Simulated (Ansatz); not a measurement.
**Ge₂+ (doublet): from Hartree-Fock to the top rungs, cc-pVDZ**

The task here is to estimate one member of a computed series from the others.

Method: cc-pVDZ, core rule «outside noble gas», up to 28 orbitals frozen; program: Ansatz 0.2.0, Gaussian basis.

To be run: UHF; CCSD(T) on ROHF; CCSD(T) on UHF; BCCD(T) on ROHF; CISD; CCSDT(Q) on ROHF; CCSDT(Q) on UHF; CISDTQ; CCSDTQ on ROHF; CCSDTQ on UHF; CASSCF and MRCISD+Q, 7 electrons in 8 orbitals; CASSCF and NEVPT2, 7 electrons in 8 orbitals; Full CI.

6 further runs of the same task are left out: 6 set aside as unsound or not needed.

## The system

The geometry is a PBE0/def2-TZVP stationary point (not a proven minimum) of the parent state, kept for this charge and spin. No spin-orbit coupling is included. The filled d shell of Ge may be among the frozen orbitals whatever the setting's name suggests; the logs give the count.

2 atoms, charge 1, spin multiplicity 2.

Atoms are counted from 1 here; the program's logs count them from 0.

Bond lengths: Ge1–Ge2 2.383 Å.

The first run:

in.yaml reads:

```yaml
crystal:
  periodic: [false, false, false]
  atoms:
    - {symbol: Ge, position_ang: [0.000000, 0.000000, 0.000000]}
    - {symbol: Ge, position_ang: [0.000000, 0.000000, 2.383102]}
basis:
  gaussian: {orbitals: cc-pVDZ}
total_charge: 1
magnetization: {spin_polarized: true, initial_magnetization: 1}
hamiltonian: {xc: hf}
output: {orbitals: {seedname: orbitals}}
```

On the command line:

```
ansatz run in.yaml --threads 1 --pin off --events-out ev --progress --plain --max-ram 4096MiB --backend cpu
```

Among the steps run: UHF; CCSD(T) on ROHF; CCSD(T) on UHF; BCCD(T) on ROHF; CISD; CCSDT(Q) on ROHF; CCSDT(Q) on UHF; CISDTQ; CCSDTQ on ROHF; CCSDTQ on UHF; CASSCF and MRCISD+Q, 7 electrons in 8 orbitals; CASSCF and NEVPT2, 7 electrons in 8 orbitals; Full CI.

One table of the session follows, with a row left open; its other results are not shown here.

```
   method  from FCI (kcal/mol)
     ROHF               +88.10
     RMP2               +24.76
     CISD                +9.57
    RCCSD                +4.28
 RCCSD(T)                +1.51
  BCCD(T)                +1.51
   RCCSDT                +0.40
   CISDTQ                +0.50
RCCSDT(Q)                    ?
  RCCSDTQ                +0.02
      FCI                    0
```

Q: Estimate the row for RCCSDT(Q) from the others.

As computed: from FCI (kcal/mol): +0.12. In the column «from FCI (kcal/mol)» it lies between RCCSDTQ (+0.02) and RCCSDT (+0.40).

Caveats from the session: The report flags that the cluster equations may have other roots. Left out of the table: CASSCF valence, NEVPT2 valence, MRCISD valence, MRCISD+Q valence (the active space lost an orbital or holds another state than full CI finds). Left out of the table: UHF, UMP2, UCCSD, UCCSD(T), UCCSDT, UCCSDT(Q), UCCSDTQ (another determinant or state than the rows shown).
